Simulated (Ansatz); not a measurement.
# SnH3(NHMe) (CH7NSn): geometry, orbitals and charge

Aim: characterise SnH3(NHMe) (CH7NSn) as a singlet: its structure, frontier levels and distribution of charge.

The runs use Ansatz 0.2.0, Gaussian basis; RKS PBE0-D4/def2-TZVP.

The runs, in order: relaxation at B3LYP-D4/def2-SVP; a search for the lowest solution at PBE0-D4/def2-SVP; a single point at PBE0-D4/def2-TZVP; harmonic vibrations at B3LYP-D4/def2-SVP.

2 further runs of the same task are left out: 2 set aside as unsound or not needed. Runs told in other sessions of the task aren't counted.

**1. Where the work starts**

10 atoms, charge 0, spin multiplicity 1.

Atoms are counted from 1 here; the program's logs count them from 0.

Bond lengths: Sn1–H2 1.653 Å, Sn1–H3 1.654 Å, Sn1–H4 1.682 Å, Sn1–N5 2.008 Å, N5–C6 1.447 Å, N5–H7 1.012 Å, C6–H8 1.095 Å, C6–H9 1.088 Å, C6–H10 1.090 Å. Angles: H2–Sn1–H3 111.8°, H2–Sn1–H4 110.3°, H2–Sn1–N5 104.3°, H3–Sn1–H4 108.3°, H3–Sn1–N5 104.9°, H4–Sn1–N5 117.2°, Sn1–N5–C6 122.1°, Sn1–N5–H7 113.9°, C6–N5–H7 109.4°, N5–C6–H8 113.8°, N5–C6–H9 109.2°, N5–C6–H10 109.1°, H8–C6–H9 108.1°, H8–C6–H10 108.3°, H9–C6–H10 108.2°.

Sn takes a core potential in the def2 sets. No spin-orbit coupling is included.

The start is a GFN2-xTB geometry.

**2. Relaxation at B3LYP-D4/def2-SVP**

in.yaml reads:

```yaml
crystal:
  periodic: [false, false, false]
  atoms:
    - {symbol: Sn, position_ang: [0.579920, 1.102510, 0.914000]}
    - {symbol: H, position_ang: [0.645090, 0.988660, 2.562200]}
    - {symbol: H, position_ang: [2.089920, 1.146860, 0.239990]}
    - {symbol: H, position_ang: [-0.243020, 2.496490, 0.456930]}
    - {symbol: N, position_ang: [-0.194470, -0.654200, 0.326950]}
    - {symbol: C, position_ang: [-0.436120, -0.960430, -1.066760]}
    - {symbol: H, position_ang: [-0.984320, -0.959070, 0.880570]}
    - {symbol: H, position_ang: [-1.301960, -0.439990, -1.489960]}
    - {symbol: H, position_ang: [0.441000, -0.687240, -1.649880]}
    - {symbol: H, position_ang: [-0.596030, -2.033600, -1.174020]}
basis:
  gaussian: {orbitals: def2-SVP}
hamiltonian: {xc: {name: B3LYP}, dispersion: d4}
scf: {omitted_lower_state_checks: [starts]}
output: {orbitals: {seedname: orbitals}}
relax: {f_tol: 0.02, max_steps: 100}
```

Command:

```
$ ansatz run in.yaml --threads 4 --pin off --events-out ev --progress --plain --max-ram 3916MiB
```

Further steps of the session: Searching for the lowest solution, PBE0-D4/def2-SVP; Single point, PBE0-D4/def2-TZVP; Harmonic vibrations.

Q: Predict the results of all the runs planned. Wanted: point group; N–Sn bond; HOMO, LUMO at PBE0-D4/def2-TZVP; dipole at B3LYP-D4/def2-SVP; lowest, highest wavenumber.

**Answer**, as computed:

| quantity | value |
| --- | --- |
| point group | C1 |
| N–Sn bond | 2.057 Å |
| HOMO, LUMO at PBE0-D4/def2-TZVP | -6.43, -0.12 eV |
| dipole at B3LYP-D4/def2-SVP | 0.77 D |
| lowest, highest wavenumber | 99, 3543 cm⁻¹ |

The molecule keeps its bonding pattern by the stored test; the atoms moved 0.07 Å (rms). All wavenumbers are real: a minimum at this level. The HOMO lies nearest to N5 64 %; H7, H8 about 9 % each and the LUMO to H2, H3, H4 about 16 % each; Sn1 15 %. The point group is read from a loosely relaxed geometry; soft torsions can leave it below the true symmetry.
